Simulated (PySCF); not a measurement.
# [PdH3]-: relaxation and vibrations of the triplet

Aim: relax [PdH3]- as a triplet from a hand-made trigonal planar geometry, check by its vibrations whether the end is a minimum, and collect its spectrum and constants.

Method: PBE0, basis Pd def2-TZVPD with ECP28, H def2-TZVPD, scalar-relativistic core potentials, no spin–orbit coupling, density fitting; program: PySCF 2.14.0.

## (1) The starting structure

4 atoms, charge -1, spin multiplicity 3.

Bond lengths: Pd1–H2 1.520 Å, Pd1–H3 1.520 Å, Pd1–H4 1.520 Å. Angles: H2–Pd1–H3 120.0°, H2–Pd1–H4 120.0°, H3–Pd1–H4 120.0°.

```xyz
4
charge -1 multiplicity 3
Pd    0.0000    0.0000    0.0000
H     1.5200    0.0000    0.0000
H    -0.7600    1.3164    0.0000
H    -0.7600   -1.3164    0.0000
```

## (2) Relaxing the triplet from the trigonal planar start

One driver script runs all steps and calls PySCF; scf.py shows how it sets up the SCF of each step. The optimiser is the driver's own. Before each start the driver seeks the lowest SCF state from one or more starting densities and follows internal instabilities, so scf.py alone need not reach the same state.

The program finds D3h symmetry in the start, which this walk keeps. The walk stops when the largest gradient is under 0.0003 Eh/bohr and the energy has settled too.

The input, scf.py:

```python
from pyscf import gto, scf, dft
mol = gto.M(atom='''
Pd     0.000000    -0.000000     0.000000
H      1.520024    -0.000021    -0.000000
H     -0.759994     1.316390    -0.000000
H     -0.760030    -1.316369     0.000000''',
    basis={'Pd': 'def2-TZVPD', 'H': 'def2-TZVPD'},
    ecp={'Pd': 'def2-TZVPD'},
    charge=-1, spin=2)
mf = dft.UKS(mol, xc='PBE0')
mf.grids.atom_grid = (50, 194)
aux = {'Pd': 'def2-universal-JKFIT', 'H': 'def2-universal-JKFIT'}
mf = mf.density_fit(auxbasis=aux)
mf.kernel()
```

The runs that follow: Hessian and properties; Following the imaginary mode; Frequencies.

**Question.** What will these runs give? Wanted: minimum; geometry; wavenumbers; dipole moment; highest occupied, lowest empty level; polar-tensor charge of Pd1; zero-point energy; ⟨S²⟩.

The runs gave:

```
                                          quantity                                   value
                                           minimum                            triplet, C3v
                                          geometry   Pd–H 1.639 Å (×3); H–Pd–H 111.3° (×3)
                                wavenumbers (cm⁻¹)  458 (a1), 591 (e), 1615 (e), 1692 (a1)
                    dipole moment (centre of mass)                                  1.99 D
highest occupied, lowest empty level (either spin)                          -0.10, 2.85 eV
                        polar-tensor charge of Pd1                                 -0.08 e
                                 zero-point energy                             39.3 kJ/mol
                               entropy at 298.15 K                         243.7 J/(mol K)
                                              ⟨S²⟩                                   2.005
```

What this shows: From D3h at the start the molecule goes to a C3v minimum, after a first stop at a saddle point 11.0 kJ/mol higher, from which it was pushed off along an imaginary mode. In the infrared the band at 1615 cm⁻¹ (e, stretch) leads. Most of the spin sits on Pd1 (Mulliken spin 1.26, against 2 for the whole molecule). Other starts or spin states, not run here, may lie lower. Open d and f shells are described by one determinant, and the ground state may have another occupation or spin.
